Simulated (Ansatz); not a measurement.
**NiPt: energy of spin spirals**

Is the ferromagnetic state of NiPt stable against spirals with wavevectors from Γ to L? Methods of the runs shown: PAW.

Method: DFT, PBEsol, PAW with Ansatz's default frozen-core files, scalar-relativistic, in Ansatz 0.2.0.

**1. Starting point**

The structure is trigonal, space group R-3m (No. 166). Conventional cell: a = 2.707 Å, b = 2.707 Å, c = 12.689 Å, α = 90.00°, β = 90.00°, γ = 120.00°. Around Ni (site symmetry -3m) lie 6 Pt at 2.63 Å and 6 Ni at 2.71 Å. Pt (site symmetry -3m) has 6 Ni at 2.63 Å and 6 Pt at 2.71 Å as nearest neighbours.

Structure file:

```cif
data_structure
_symmetry_space_group_name_H-M 'P 1'
_symmetry_Int_Tables_number 1
_cell_length_a 4.5092
_cell_length_b 4.5092
_cell_length_c 4.5092
_cell_angle_alpha 34.938
_cell_angle_beta 34.938
_cell_angle_gamma 34.938
_cell_volume 26.85
loop_
_atom_site_label
_atom_site_type_symbol
_atom_site_fract_x
_atom_site_fract_y
_atom_site_fract_z
_atom_site_occupancy
Ni1 Ni 0.00000 0.00000 0.00000 1
Pt1 Pt 0.50000 0.50000 0.50000 1
```

Atoms are numbered in the order of the input: Ni1, Pt2.

**2. Free moments from the typed start, PAW**

input.yaml

```yaml
crystal:
  lattice:
    - [1.3535998424, 0.7815012334, 4.2296453483]
    - [-1.3535998424, 0.7815012334, 4.2296453483]
    - [0.0, -1.5630024668, 4.2296453483]
  atoms:
    - { symbol: Ni, position: [0.0, 0.0, 0.0], spin: -1.5 }
    - { symbol: Pt, position: [0.5, 0.5, 0.5] }
magnetization:
  spin_polarized: true
kpoints:
  mp_grid: { grid: [12, 12, 12] }
scf:
  occupations: { method: fermi_dirac, width: 0.05 }
  lower_state_search: "off"
hamiltonian:
  xc: pbesol
  pseudopotentials: { kind: paw }
output:
  forces: true
  stress: true
  eigenvalues: true
```

Launch:

```sh
> ansatz run input.yaml --threads 2 --pin off --max-ram 5120MiB --backend cpu --events-out ev --progress --plain --runs-dir out
```

Standard output (excerpt; [...] marks lines left out):

```text
[...]
Pseudopotentials: kind: paw
Pseudopotential: Ni, paw, valence charge 18, recommended cutoff 420 eV (normal)
Pseudopotential: Pt, paw, valence charge 18, recommended cutoff 420 eV (normal)
Functional definition: PBEsol
[...]
Crystal: 2 atoms, lattice volume = 26.846 Å³
Basis set: ecut = 420 eV, 537 PW (Γ), FFT grids on a1−a3, a2−a3, a3, exchange–correlation on 40×40×64 points (8 copies of the dense FFT grid, shifted against one another)
Bands: 23, of which v1, the nominal top of the filled ones, is band 18 counted from 1 (17 counted from 0)
Symmetry: 12 space group operations
Space group: R-3m (ITA 166), of the structure as read, at distance tolerance 3.0e-5 Å
Magnetic group: BNS 166.97 (UNI 1327), of the structure as read, at distance tolerance 3.0e-5 Å
k-points: 189 of 1728
[...]
Starting moments: Σ|m| = 1.5 μB on 1 of 2 sites
[...]
SCF iter   1: F=—  HF=-18192.045989 eV  |F-HF|=—  |Δ(HF+E_count)|=         —  Δρ=2.47e-1 (↑2.47e-1 ↓8.14e-2)  dr2=3.13e1  dr2_m=2.98e0  M=-0.319 μB ∫|m|=0.363 μB  β_m=0.30  ethr=3.10e-3  ⟨swp⟩=5.5  Hψ=33311  notcnv=0
[...]
spin=Collinear: Kerker preconditioning applied to the charge; magnetization (m = ρ↑ − ρ↓) channel mixes plain (no charge-response kernel on spin).
[...]
spin-set hold released at iteration 15 (site moments' squared step at or under half its running peak, from the soft ceiling on): the magnetisation degrees of freedom join the quasi-Newton model from the next iteration; the mixer history was flushed
[...]
SCF iter  21: F=-18188.872482 eV  HF=-18188.872482 eV  |F-HF|=9.31e-10  |Δ(HF+E_count)|=   7.90e-9  Δρ=2.75e-6 (↑2.75e-6 ↓5.86e-7)  dr2=1.61e-9  dr2_m=4.23e-10  M=-0.955 μB ∫|m|=1.057 μB  ethr=1.84e-10  ⟨swp⟩=3.9  Hψ=27979  notcnv=0
[...]
SCF converged after 21 iterations
Magnetization: -0.9548 μB (17.5226 up, 18.4774 down)
Absolute magnetization: 1.0573 μB (∫|ρ↑−ρ↓|, with the PAW one-centre terms)
Spin contamination: 0.0191 ħ² per cell (⟨S²⟩ above its minimum at these occupations)
Per-site moments (μB) at R_I (Å): [(-0.7805872158455511, 1.0847614118079374), (-0.21750458952290255, 1.0847614118079374)]
Free energy (F): -18188.872482 eV
[...]
E sigma→0 (E₀):  -18188.860162 eV
Entropy (-TS):   -0.024641 eV (-12.320 meV/atom)
Fermi energy:    20.274365 eV
[...]
--- Forces (eV/Å), atoms counted from 1 ---
  atom   1  Ni    -0.00000000     0.00000000     0.00000000
  atom   2  Pt     0.00000000     0.00000000    -0.00000000
[...]
--- Stress (GPa, compression-positive) ---
       -7.770893       0.000000       0.000000
        0.000000      -7.770893      -0.000000
        0.000000      -0.000000      -6.574524
  P = ⅓ Tr σ = -7.3721 GPa (-73.721 kbar)
--- Band table (eV; the first three rows and the last of 378) ---
  k-point 0 ↑: bands = ["-81.9407", "-78.4137", "-42.5782", "-42.4266", "-42.4266", "-32.4794", "-32.3928", "-32.3928", "10.4421", "13.9407", "16.4485", "16.4485", "18.0995", "18.0995", "18.5332", "19.5306", "19.5306", "20.1723", "20.5784", "20.5784", "26.7743", "35.4609", "38.6311"]
[...]
```

It took 11 s on 2 threads of Arm Neoverse V2, shared host; peak memory 0.44 GiB.

Read from it: total moment -0.95 μB; site moments Ni1 -0.78, Pt2 -0.22 μB; pressure -7.37 GPa; no gap.

**3. Spiral at q = 0, PAW**

input.yaml

```yaml
crystal:
  lattice:
    - [1.3535998424, 0.7815012334, 4.2296453483]
    - [-1.3535998424, 0.7815012334, 4.2296453483]
    - [0.0, -1.5630024668, 4.2296453483]
  atoms:
    - { symbol: Ni, position: [0.0, 0.0, 0.0], spin: 0.8, spin_axis: [-1.0, 0.0, 0.0] }
    - { symbol: Pt, position: [0.5, 0.5, 0.5], spin: 0.2, spin_axis: [-1.0, 0.0, 0.0] }
magnetization:
  noncollinear: true
  spin_spiral: { q: [0.0, 0.0, 0.0] }
kpoints:
  mp_grid: { grid: [12, 12, 12] }
scf:
  occupations: { method: fermi_dirac, width: 0.05 }
  lower_state_search: "off"
hamiltonian:
  xc: pbesol
  pseudopotentials: { kind: paw }
output:
  eigenvalues: false
```

Launch:

```sh
> ansatz run input.yaml --threads 2 --pin off --max-ram 5120MiB --backend cpu --events-out ev --progress --plain --runs-dir out
```

Standard output (excerpt; [...] marks lines left out):

```text
settings of this run that can trade accuracy for cost: output.eigenvalues: false. Do not mix this run's numbers with those of runs without the same settings; the input reference describes each key
[...]
[... 4 set-up lines as earlier in the session ...]
[...]
Crystal: 2 atoms, lattice volume = 26.846 Å³
Basis set: ecut = 420 eV, 537 PW (Γ), FFT grids on a1−a3, a2−a3, a3
Bands: 44, of which v1, the nominal top of the filled ones, is band 36 counted from 1 (35 counted from 0)
[... 1 set-up line as earlier in the session ...]
k-points: 189 of 1728
Spin spiral: q = (0, 0, 0) of the reciprocal vectors; moments are told in the frame that turns with it, a site's in that at the site
[...]
Starting moments: Σ|m| = 1 μB on 2 of 2 sites
[...]
SCF iter  18: F=-18188.872482 eV  HF=-18188.872482 eV  |F-HF|=8.37e-11  |Δ(HF+E_count)|=   2.84e-8  Δρ=1.96e-6  dr2=1.43e-10  dr2_m=2.36e-10  ethr=2.78e-10  |M|=9.55e-1 ∫|m|=1.06e0 μB  |m|>n=0.0e0 m-floor=0.0e0 τ_xc=2.8e-10 mc-row=0.0e0  ⟨swp⟩=1.5  Hψ=18045  notcnv=0
[...]
SCF converged after 18 iterations
Magnetization: |M| = 0.9548 μB,  M = (-0.9548, -0.0000, +0.0000) μB
Absolute magnetization: 1.0573 μB (∫|m|, with the PAW one-centre terms)
  site 0: m = (-0.7806, -0.0000, +0.0000) μB, |m| = 0.7806 μB  (R = 1.08 Å)
  site 1: m = (-0.2175, -0.0000, +0.0000) μB, |m| = 0.2175 μB  (R = 1.08 Å)
Free energy (F): -18188.872482 eV
[...]
E sigma→0 (E₀):  -18188.860161 eV
Entropy (-TS):   -0.024640 eV (-12.320 meV/atom)
Fermi energy:    20.274369 eV
[...]
settings of this run that can trade accuracy for cost: output.eigenvalues: false. Do not mix this run's numbers with those of runs without the same settings; the input reference describes each key
```

It took 50 s on 2 threads of Arm Neoverse V2, shared host; peak memory 0.62 GiB.

Result: moment of the cell in the turning frame 0.95 μB; moments (x, y, z) Ni1 (-0.78, 0.00, 0.00), Pt2 (-0.22, 0.00, 0.00) μB.

**4. Spiral at 0.167 of the way from Γ to L, PAW**

input.yaml: that of step 3 with these lines changed.

```diff
@@ -10,5 +10,5 @@
   noncollinear: true
-  spin_spiral: { q: [0.0, 0.0, 0.0] }
+  spin_spiral: { q: [0.0833333333, 0.0, 0.0] }
 kpoints:
-  mp_grid: { grid: [12, 12, 12] }
+  mp_grid: { grid: [12, 12, 12], shift: [0.5, 0.0, 0.0] }
 scf:
```

Launch:

```sh
> ansatz run input.yaml --threads 2 --pin off --max-ram 5120MiB --backend cpu --events-out ev --progress --plain --runs-dir out
```

Standard output (excerpt; [...] marks lines left out):

```text
settings of this run that can trade accuracy for cost: output.eigenvalues: false. Do not mix this run's numbers with those of runs without the same settings; the input reference describes each key
[...]
[... 4 set-up lines as earlier in the session ...]
[...]
Crystal: 2 atoms, lattice volume = 26.846 Å³
Basis set: ecut = 420 eV, 537 PW (Γ), FFT grids on a1−a3, a2−a3, a3
Bands: 44, of which v1, the nominal top of the filled ones, is band 36 counted from 1 (35 counted from 0)
Symmetry: 2 space group operations
k-points: 468 of 1728
Spin spiral: q = (0.0833333333, 0, 0) of the reciprocal vectors; moments are told in the frame that turns with it, a site's in that at the site
[...]
Starting moments: Σ|m| = 1 μB on 2 of 2 sites
[...]
SCF iter  18: F=-18188.865917 eV  HF=-18188.865917 eV  |F-HF|=1.00e-9  |Δ(HF+E_count)|=  9.31e-10  Δρ=2.27e-6  dr2=1.26e-9  dr2_m=1.12e-10  ethr=7.96e-11  |M|=9.33e-1 ∫|m|=1.03e0 μB  |m|>n=0.0e0 m-floor=0.0e0 τ_xc=6.1e-4 mc-row=0.0e0  ⟨swp⟩=1.0  Hψ=42394  notcnv=0
[...]
SCF converged after 18 iterations
Magnetization: |M| = 0.9331 μB,  M = (-0.9331, -0.0000, +0.0000) μB
Absolute magnetization: 1.0332 μB (∫|m|, with the PAW one-centre terms)
  site 0: m = (-0.7677, -0.0000, +0.0000) μB, |m| = 0.7677 μB  (R = 1.08 Å)
  site 1: m = (-0.2085, -0.0000, +0.0000) μB, |m| = 0.2085 μB  (R = 1.08 Å)
Free energy (F): -18188.865917 eV
[...]
E sigma→0 (E₀):  -18188.853083 eV
Entropy (-TS):   -0.025668 eV (-12.834 meV/atom)
Fermi energy:    20.265278 eV
[...]
settings of this run that can trade accuracy for cost: output.eigenvalues: false. Do not mix this run's numbers with those of runs without the same settings; the input reference describes each key
```

Run time: 2.1 min. Hardware: 2 threads of Arm Neoverse V2, shared host; peak memory 1.1 GiB.

Result: moment of the cell in the turning frame 0.93 μB; moments (x, y, z) Ni1 (-0.77, 0.00, 0.00), Pt2 (-0.21, 0.00, 0.00) μB.

**5. Spiral at 0.333 of the way from Γ to L, PAW**

input.yaml: that of step 4 with these lines changed.

```diff
@@ -10,5 +10,5 @@
   noncollinear: true
-  spin_spiral: { q: [0.0833333333, 0.0, 0.0] }
+  spin_spiral: { q: [0.1666666667, 0.0, 0.0] }
 kpoints:
-  mp_grid: { grid: [12, 12, 12], shift: [0.5, 0.0, 0.0] }
+  mp_grid: { grid: [12, 12, 12] }
 scf:
```

Launch:

```sh
> ansatz run input.yaml --threads 2 --pin off --max-ram 5120MiB --backend cpu --events-out ev --progress --plain --runs-dir out
```

Standard output (excerpt; [...] marks lines left out):

```text
settings of this run that can trade accuracy for cost: output.eigenvalues: false. Do not mix this run's numbers with those of runs without the same settings; the input reference describes each key
[...]
[... 4 set-up lines as earlier in the session ...]
[...]
Crystal: 2 atoms, lattice volume = 26.846 Å³
Basis set: ecut = 420 eV, 537 PW (Γ), FFT grids on a1−a3, a2−a3, a3
Bands: 44, of which v1, the nominal top of the filled ones, is band 36 counted from 1 (35 counted from 0)
[... 1 set-up line as earlier in the session ...]
k-points: 476 of 1728
Spin spiral: q = (0.1666666667, 0, 0) of the reciprocal vectors; moments are told in the frame that turns with it, a site's in that at the site
[...]
Starting moments: Σ|m| = 1 μB on 2 of 2 sites
[...]
SCF iter  15: F=-18188.847072 eV  HF=-18188.847072 eV  |F-HF|=4.00e-11  |Δ(HF+E_count)|=   1.29e-7  Δρ=6.41e-6  dr2=3.94e-9  dr2_m=2.57e-9  ethr=2.78e-10  |M|=8.10e-1 ∫|m|=9.02e-1 μB  |m|>n=0.0e0 m-floor=0.0e0 τ_xc=8.2e-4 mc-row=0.0e0  ⟨swp⟩=2.2  Hψ=61098  notcnv=0
[...]
SCF converged after 15 iterations
Magnetization: |M| = 0.8101 μB,  M = (-0.8101, -0.0000, +0.0000) μB
Absolute magnetization: 0.9025 μB (∫|m|, with the PAW one-centre terms)
  site 0: m = (-0.6928, -0.0000, +0.0000) μB, |m| = 0.6928 μB  (R = 1.08 Å)
  site 1: m = (-0.1613, -0.0000, +0.0000) μB, |m| = 0.1613 μB  (R = 1.08 Å)
Free energy (F): -18188.847072 eV
[...]
E sigma→0 (E₀):  -18188.832660 eV
Entropy (-TS):   -0.028824 eV (-14.412 meV/atom)
Fermi energy:    20.241611 eV
[...]
settings of this run that can trade accuracy for cost: output.eigenvalues: false. Do not mix this run's numbers with those of runs without the same settings; the input reference describes each key
```

Wall time 1.8 min (2 threads of Arm Neoverse V2, shared host); peak memory 1.1 GiB.

In short: moment of the cell in the turning frame 0.81 μB; moments (x, y, z) Ni1 (-0.69, 0.00, 0.00), Pt2 (-0.16, 0.00, 0.00) μB.

[end of part 1 of 2]
